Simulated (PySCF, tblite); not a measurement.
# H₉NO₂Si₃: geometry, infrared bands and NMR shifts

Wanted: the infrared bands and NMR shifts of H₉NO₂Si₃ (`N[SiH2]O[SiH2]O[SiH3]`), by calculation.

The runs use tblite 0.8.0 and PySCF 2.14.0, with density-fitted response routines of our own; the level of theory stands in each step. All values are computed, except where a source is named. Atoms count from 0, in the outputs and in this text.

### Step 1. The molecule as given

15 atoms, charge 0, multiplicity 1; geometry from: force field or distance geometry start.

Bonds of the start (Å): N0–Si1 1.80, Si1–O2 1.67, O2–Si3 1.70, Si3–O4 1.72, O4–Si5 1.71, N0–H6 1.05, N0–H7 1.05, Si1–H8 1.49, Si1–H9 1.47, Si3–H10 1.48, Si3–H11 1.47, Si5–H12 1.48, Si5–H13 1.47, Si5–H14 1.47.

### Step 2. Geometry optimisation with GFN2-xTB

The job: settings as JSON, then the geometry in Å.

```
{"job": {"kind": "relax", "xc": "GFN2-xTB", "basis": "xTB"}, "charge": 0, "multiplicity": 1}
N      2.851800    -0.782500    -0.541200
Si     2.004700     0.809400    -0.493300
O      0.462100     0.782400    -1.137600
Si    -0.503300    -0.540400    -0.686300
O     -2.116300    -0.185900    -1.165800
Si    -3.116200     0.264600     0.149500
H      3.848600    -0.563100    -0.304000
H      2.494200    -1.434800     0.203400
H      2.081800     1.369700     0.881300
H      2.831500     1.702900    -1.317600
H     -0.081500    -1.701100    -1.504800
H     -0.468300    -0.835000     0.755400
H     -3.000700    -0.785800     1.192600
H     -4.535700     0.309500    -0.212300
H     -2.757100     1.598100     0.653100
```

On the command line:

```
$ OMP_NUM_THREADS=1 python probes_run.py task.json out
```

This one command runs all jobs of the session in turn.

**Question.** This job is followed by: GFN2-xTB harmonic vibrations, gas phase; GIAO PBE0/pcSseg-1 NMR shielding, non-relativistic, gas phase. Predict these results of the whole session: strongest single infrared mode (GFN2-xTB); zero-point energy (GFN2-xTB); 1H shifts against TMS (PBE0/pcSseg-1, means over atoms taken as alike); 15N shifts against NH3 (PBE0/pcSseg-1); 29Si shifts against TMS (PBE0/pcSseg-1); 17O shifts against H2O (PBE0/pcSseg-1); surface potential, 1st and 99th percentile.

The runs gave:

```
                                                              quantity                       value
                             strongest single infrared mode (GFN2-xTB)       1080 cm⁻¹, 671 km/mol
                                          zero-point energy (GFN2-xTB)               57.2 kcal/mol
1H shifts against TMS (PBE0/pcSseg-1, means over atoms taken as alike)  5.47, 5.20, 4.99, 0.24 ppm
                                15N shifts against NH3 (PBE0/pcSseg-1)                    17.9 ppm
                               29Si shifts against TMS (PBE0/pcSseg-1)     -35.0, -44.8, -47.1 ppm
                                17O shifts against H2O (PBE0/pcSseg-1)              69.0, 43.0 ppm
                                 surface potential, 1st and 99th percentile          -1.26 V and 1.60 V
```

Relaxing lowered the energy by 1.282 eV in 248 steps; the close pair that moved most is Si3–O4, from 1.720 to 1.618 Å. The lowest mode is imaginary (22i cm⁻¹), so the xTB geometry is not a minimum. The strongest single mode, at 1080 cm⁻¹, moves mainly O2 and O4. GFN2-xTB is a fitted tight-binding method: band positions and strengths are rough. Its intensities can rank the bands wrongly. At PBE0/pcSseg-1: The widest tensor belongs to O2: span 145 ppm, with a paramagnetic part of -135 ppm.
